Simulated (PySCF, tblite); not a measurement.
# C6H15BN2O: geometry, infrared bands and NMR shifts

What infrared bands and NMR shifts should C6H15BN2O (`C/C(=C/OB(N)N)C(C)C`) show?

Programs: tblite 0.8.0 and PySCF 2.14.0, with density-fitted response routines of our own. Each step states its level of theory. These are calculated values for one molecule in the gas phase, unless marked as measured. Atoms are numbered from 0 throughout.

**1. The molecule as given**

25 atoms, charge 0, multiplicity 1; geometry from: force field or distance geometry start.

Bonds of the start (Å): C0–C1 1.50, C1–C2 1.33, C2–O3 1.38, O3–B4 1.50, B4–N5 1.54, B4–N6 1.54, C1–C7 1.46, C7–C8 1.51, C7–C9 1.52, C0–H10 1.11, C0–H11 1.12, C0–H12 1.11, C2–H13 1.09, N5–H14 1.04, N5–H15 1.02, N6–H16 1.05, N6–H17 1.06, C7–H18 1.13, C8–H19 1.10, C8–H20 1.13, C8–H21 1.10, C9–H22 1.11, C9–H23 1.11, C9–H24 1.12.

**2. Relaxing the molecule with GFN2-xTB**

Job settings and geometry (Å):

```
{"job": {"kind": "relax", "xc": "GFN2-xTB", "basis": "xTB"}, "charge": 0, "multiplicity": 1}
C     -1.339400     1.990200     1.247900
C     -0.774100     0.836400     0.474000
C      0.320400     1.093400    -0.231000
O      0.923900     0.103900    -0.986700
B      2.411600    -0.089000    -0.959900
N      2.991500    -1.496900    -0.758300
N      3.266700     1.032000    -0.345400
C     -1.412500    -0.472200     0.584200
C     -2.876500    -0.490700     0.206600
C     -0.761200    -1.576800    -0.223600
H     -2.434400     2.088100     1.119800
H     -1.098700     1.922900     2.343000
H     -0.898700     2.936600     0.875700
H      0.769600     2.081100    -0.283800
H      4.013000    -1.441000    -0.571900
H      2.734800    -2.117500    -1.524200
H      3.038700     1.051700     0.675800
H      4.292500     0.815600    -0.486600
H     -1.395900    -0.859600     1.647700
H     -3.058800    -1.402600    -0.386400
H     -3.537100    -0.619200     1.120500
H     -3.203700     0.368300    -0.401300
H      0.248600    -1.828900     0.154100
H     -0.833100    -1.418300    -1.318800
H     -1.397900    -2.483500    -0.043400
```

The run is started by

```
$ OMP_NUM_THREADS=1 python probes_run.py task.json out
```

The driver reads the jobs from task.json and runs them one after another.

**Question.** This job is followed by: GFN2-xTB harmonic vibrations, gas phase; GIAO PBE0/pcSseg-1 NMR shielding, non-relativistic, gas phase. Predict these results of the whole session: strongest single infrared mode (GFN2-xTB); zero-point energy (GFN2-xTB); ¹³C shifts against TMS (PBE0/pcSseg-1, means over atoms taken as alike); ¹H shifts against TMS (PBE0/pcSseg-1, means over atoms taken as alike); ¹⁷O shifts against H2O (PBE0/pcSseg-1); ¹¹B shifts against BF3·OEt2 (PBE0/pcSseg-1); ¹⁵N shifts against NH3 (PBE0/pcSseg-1, means over atoms taken as alike).

The runs gave:

| quantity | value |
| --- | --- |
| strongest single infrared mode (GFN2-xTB) | 1274 cm⁻¹, 1006 km/mol |
| zero-point energy (GFN2-xTB) | 133.5 kcal/mol |
| ¹³C shifts against TMS (PBE0/pcSseg-1, means over atoms taken as alike) | 140.3, 130.7, 37.6, 23.2, 20.9 ppm |
| ¹H shifts against TMS (PBE0/pcSseg-1, means over atoms taken as alike) | 6.36, 1.80, 1.71, 1.66, 1.34 ppm |
| ¹⁷O shifts against H2O (PBE0/pcSseg-1) | 147.4 ppm |
| ¹¹B shifts against BF3·OEt2 (PBE0/pcSseg-1) | 19.4 ppm |
| ¹⁵N shifts against NH3 (PBE0/pcSseg-1, means over atoms taken as alike) | 44.9 ppm |

**Reading.** Over 208 steps the energy fell by 2.192 eV; of the close pairs, B4–N5 changed most, 1.536 to 1.411 Å. All 69 modes are real, so the xTB geometry is a minimum. The strongest single mode, at 1274 cm⁻¹, moves mainly B4. Unscaled tight-binding wavenumbers are off by several per cent, some by more. Its intensities can rank the bands wrongly.
